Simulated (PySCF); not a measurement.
SMgClH, in a box:

```
S Mg Cl H
1.0
    11.00000    0.00000    0.00000
     0.00000   14.00000    0.00000
     0.00000    0.00000   10.00000
S Mg Cl H
1 1 1 1
Direct
  0.45000 0.64868 0.45926
  0.45712 0.48950 0.50515
  0.46185 0.33700 0.54754
  0.55237 0.66600 0.52876
```

Base run:

```yaml
Program: PySCF 2.14.0
Functional: PBE
Potentials_or_basis: cc-pvdz (all-electron)
k_mesh: 1 × 1 × 1
Occupations: fixed
Spin: no spin polarisation
```

Its results: gap between the frontier levels 3.85 eV.

Problem. The run is repeated on the same cell with these changes: functional from PBE to TM. What comes out?

Solution. Gap between the frontier levels 4.12 eV.

TM gives the wider gap, since meta-GGAs in the generalised Kohn-Sham scheme recover part of the derivative discontinuity.

Caveats: this is a molecule in a periodic box at the Γ point, so its band gap is the HOMO-LUMO gap; the basis of atomic orbitals isn't converged, which shifts pressures, moduli and gaps.

